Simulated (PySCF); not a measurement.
# C2H8N2OSi: the cost of one run

The runs use PySCF 2.14.0, with density-fitted response routines of our own; the level of theory stands in each step. All values are computed, except where a source is named. Atoms count from 0, in the outputs and in this text.

## 1. The starting structure

14 atoms, charge 0, multiplicity 1; geometry from: GFN2-xTB. The atoms were then displaced at random by about 0.01 Å, so the start is not that level's minimum.

Bonds of the start (Å): C0–N1 1.44, N1–Si2 1.72, Si2–C3 1.95, C3–N4 1.33, C3–O5 1.21, C0–H6 1.07, C0–H7 1.10, C0–H8 1.12, N1–H9 1.00, Si2–H10 1.46, Si2–H11 1.44, N4–H12 0.99, N4–H13 1.01.

## 2. Geometry optimisation at PBE0-D3(BJ)/def2-SVP

The job: settings as JSON, then the geometry in Å.

```
{"job": {"xc": "PBE0", "basis": "def2-SVP", "d3": "d3bj", "grid": 1, "shake": 0.01, "kind": "geom"}, "charge": 0, "multiplicity": 1}
C     -1.382460     1.089910     0.502640
N     -0.613600     0.785110    -0.670670
Si    -0.011090    -0.792400    -1.002010
C      1.077140    -1.249930     0.554470
N      1.691540    -0.240860     1.156650
O      1.129470    -2.390100     0.965440
H     -1.039650     0.525580     1.343110
H     -2.451750     0.907560     0.351380
H     -1.296700     2.181370     0.757110
H     -0.911100     1.328510    -1.456430
H      0.872610    -0.583300    -2.142020
H     -0.944820    -1.873140    -1.214120
H      2.256770    -0.408100     1.954900
H      1.616490     0.704690     0.817110
```

The run is started by

```
$ OMP_NUM_THREADS=1 python probes_run.py task.json out
```

One launch serves the whole session: the jobs run in the order shown.

**Question.** How long does this first job take on 1 thread of Arm Neoverse V1, shared host, and how much memory does it need?

About 70 s, with a peak of 0.51 GiB.
